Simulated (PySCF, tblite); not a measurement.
# C₇H₁₂N radical: geometry, infrared bands and EPR parameters

Wanted: the infrared bands and EPR parameters of C₇H₁₂N radical (`[CH2]/C=C/N1CCCC1`), by calculation.

The runs use tblite 0.8.0 and PySCF 2.14.0, with density-fitted response routines of our own; the level of theory stands in each step. All values are computed, except where a source is named. Atoms count from 0, in the outputs and in this text.

## (1) The starting structure

20 atoms, charge 0, multiplicity 2; geometry from: force field or distance geometry start.

Bonds of the start (Å): C0–C1 1.45, C1–C2 1.34, C2–N3 1.39, N3–C4 1.45, C4–C5 1.53, C5–C6 1.51, C6–C7 1.53, C7–N3 1.47, C0–H8 1.08, C0–H9 1.07, C1–H10 1.08, C2–H11 1.08, C4–H12 1.09, C4–H13 1.09, C5–H14 1.10, C5–H15 1.08, C6–H16 1.09, C6–H17 1.10, C7–H18 1.10, C7–H19 1.10.

## (2) Geometry optimisation with GFN2-xTB

What the job is given:

```
{"job": {"kind": "relax", "xc": "GFN2-xTB", "basis": "xTB"}, "charge": 0, "multiplicity": 2}
C      3.690200     0.543000     0.023500
C      2.266000     0.682200    -0.219300
C      1.376500    -0.203200     0.247400
N     -0.002400    -0.173800     0.076400
C     -0.765600     0.848000    -0.612200
C     -2.223000     0.550500    -0.268600
C     -2.221800    -0.953800    -0.096400
C     -0.886100    -1.216200     0.607900
H      4.084400    -0.290300     0.592200
H      4.353000     1.291700    -0.369800
H      1.952800     1.539100    -0.789000
H      1.696200    -1.065900     0.821200
H     -0.607400     0.758600    -1.689400
H     -0.484400     1.859800    -0.304300
H     -2.486100     1.046100     0.682800
H     -2.918000     0.896000    -1.022600
H     -2.237500    -1.443300    -1.070600
H     -3.078700    -1.323400     0.485600
H     -0.993700    -1.108200     1.695300
H     -0.519500    -2.226300     0.386400
```

Started as:

```
$ OMP_NUM_THREADS=1 python probes_run.py task.json out
```

One launch serves the whole session: the jobs run in the order shown.

**Question.** This job is followed by: GFN2-xTB harmonic vibrations, gas phase; UKS B3LYP, pcH-1 on C H N, non-relativistic, mean-field spin-orbit, GIAO. What will the session give for the following? strongest single infrared mode (GFN2-xTB); zero-point energy (GFN2-xTB); g(iso) (B3LYP); ⟨S²⟩; largest a(iso) (averaged by class); surface potential, 1st and 99th percentile.

The runs gave:

```
                                 quantity                  value
strongest single infrared mode (GFN2-xTB)  1383 cm⁻¹, 116 km/mol
             zero-point energy (GFN2-xTB)         108.5 kcal/mol
                           g(iso) (B3LYP)                2.00277
                                     ⟨S²⟩     0.768 (exact 0.75)
       largest a(iso) (averaged by class)    13C on C0, 48.2 MHz
    surface potential, 1st and 99th percentile     -1.23 V and 0.82 V
```

What this shows: Relaxing lowered the energy by 0.222 eV in 39 steps; the close pair that moved most is C0–C1, from 1.451 to 1.367 Å. All 54 modes are real, so the xTB geometry is a minimum. The strongest single mode, at 1383 cm⁻¹, is carried by N3, H9, C1, H8. GFN2-xTB is a fitted tight-binding method: band positions and strengths are rough. Its intensities can rank the bands wrongly. The largest spin populations lie on C0 (0.61 e), C2 (0.46 e). The isotropic g lies 0.5 ppt above the free-electron value.
